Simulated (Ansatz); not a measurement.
# C2H4NOSn radical: a ladder of functionals and wavefunction methods

How much do the methods differ for C2H4NOSn radical? The plan is to run it at one geometry with functionals of several rungs and with coupled cluster, and see how far each lands from CCSD(T) at the basis-set limit for the atomisation energy.

Method: functionals in def2-TZVPP, the program's frozen cores in correlated methods; program: Ansatz 0.2.0, Gaussian basis.

The runs, in order: LDA (SPW92), PBE-D4, revPBE-D4, BLYP-D4, r2SCAN-D4, B97M-V, PBE0-D4, B3LYP-D4, r2SCANh-D4, r2SCAN0-D4, HSE06-D4, BHLYP-D4, CAM-B3LYP-D4, LC-ωPBE, ωB97X-V, ωB97M-V, B2PLYP, PBE-QIDH; CCSD(T)/def2-SVP; CCSD(T)/def2-TZVPP; MP2/def2-QZVPP; extrapolation to the limit; RPA on PBE.

## 1. The relaxed structure

The geometry comes from an earlier relaxation with PBE0-D4 in a triple-zeta def2 set; it is a stationary point, not always the lowest conformer. Sn takes the def2 core potential; no spin-orbit term is included.

SMILES `C[O][SnH][C]#N`, 9 atoms, charge 0, spin multiplicity 2.

Atoms are counted from 1 here; the program's logs count them from 0.

Bond lengths: C1–O2 1.406 Å, C1–H6 1.098 Å, C1–H7 1.096 Å, C1–H8 1.094 Å, O2–Sn3 1.962 Å, Sn3–C4 2.123 Å, Sn3–H9 1.732 Å, C4–N5 1.154 Å. Angles: O2–C1–H6 113.0°, O2–C1–H7 111.7°, O2–C1–H8 107.7°, H6–C1–H7 108.5°, H6–C1–H8 107.8°, H7–C1–H8 107.9°, C1–O2–Sn3 121.8°, O2–Sn3–C4 99.9°, O2–Sn3–H9 107.9°, C4–Sn3–H9 107.5°, Sn3–C4–N5 174.0°.

## 2. LDA

This LDA is Slater exchange with PW92 correlation.

in.yaml reads:

```yaml
crystal:
  periodic: [false, false, false]
  atoms:
    - {symbol: C, position_ang: [0.463138, -1.652458, -0.351009]}
    - {symbol: O, position_ang: [0.289794, -0.279138, -0.600033]}
    - {symbol: Sn, position_ang: [0.201945, 1.033873, 0.855439]}
    - {symbol: C, position_ang: [-0.513093, 2.720633, -0.216767]}
    - {symbol: N, position_ang: [-0.823638, 3.702837, -0.736068]}
    - {symbol: H, position_ang: [-0.127756, -2.012105, 0.502050]}
    - {symbol: H, position_ang: [1.515634, -1.902634, -0.174194]}
    - {symbol: H, position_ang: [0.133109, -2.196720, -1.240227]}
    - {symbol: H, position_ang: [-1.050733, 0.539511, 1.943909]}
basis:
  gaussian: {orbitals: def2-TZVPP}
magnetization: {spin_polarized: true, initial_magnetization: 1}
hamiltonian: {xc: lda}
output: {orbitals: {seedname: orbitals}}
```

Started as:

```bash
ansatz run in.yaml --threads 2 --pin off --events-out ev --progress --plain --max-ram 32768MiB --backend cpu
```

Further steps of the session: PBE-D4 (GGA); revPBE-D4 (GGA); BLYP-D4 (GGA); r2SCAN-D4 (meta-GGA); B97M-V (meta-GGA); B3LYP-D4 (hybrid); r2SCANh-D4 (hybrid); r2SCAN0-D4 (hybrid); HSE06-D4 (hybrid); BHLYP-D4 (hybrid); CAM-B3LYP-D4 (range-separated); LC-ωPBE (range-separated); ωB97X-V (range-separated); ωB97M-V (range-separated); B2PLYP (double hybrid); PBE-QIDH (double hybrid); CCSD(T) in def2-SVP; CCSD(T) in def2-TZVPP; MP2 in def2-QZVPP; RPA on PBE orbitals.

Q: Predict the results of all the runs planned. Wanted: atomisation energy, CCSD(T)/CBS; farthest beyond LDA; mean size of error, GGA; mean size of error, meta-GGA; mean size of error, hybrid; mean size of error, range-separated; mean size of error, double hybrid; gap, smallest and largest; T1 diagnostic.

As calculated:

| quantity | value |
| --- | --- |
| atomisation energy, CCSD(T)/CBS | 3310.9 kJ/mol |
| functionals within 33.1 kJ/mol (1.0 %) | revPBE-D4, r2SCAN-D4, B97M-V, PBE0-D4, B3LYP-D4, HSE06-D4, CAM-B3LYP-D4, LC-ωPBE, ωB97X-V, ωB97M-V |
| farthest beyond LDA | BHLYP-D4 (-161.6 kJ/mol) |
| mean size of error, GGA | 54.5 kJ/mol |
| mean size of error, meta-GGA | 8.3 kJ/mol |
| mean size of error, hybrid | 54.8 kJ/mol |
| mean size of error, range-separated | 9.1 kJ/mol |
| mean size of error, double hybrid | 43.2 kJ/mol |
| gap, smallest and largest | 0.69 eV (LDA (SPW92)), 7.73 eV (LC-ωPBE) |
| T1 diagnostic | 0.0187 |
| triples share of the correlation energy | 4.0 % |

LDA overbinds by 552.2 kJ/mol (17 %). PBE-D4 misses by +112.7 kJ/mol. Double hybrids carry the basis error of their MP2 part in triple zeta, and no dispersion term here, so their miss is partly the set-up's. The rungs meta-GGA, range-separated miss on average by less than the doubt on the reference (33.1 kJ/mol), so they tie. The reference freezes the cores and leaves out spin-orbit coupling and excitations past (T), and its outer-core shells are covered unevenly, so misses under about 33.1 kJ/mol can't be ranked. All levels share the lack of spin-orbit coupling, which lowers the free heavy atoms and so the true binding. Hartree-Fock recovers 66 % of the binding; the rest is correlation. CCSD(T) in def2-SVP is off by -225.0 kJ/mol, which most functionals beat. Orbital gaps span 0.7 to 7.7 eV; exact exchange widens them. Correlated methods include outer-core shells of Sn, which these sets cover unevenly.
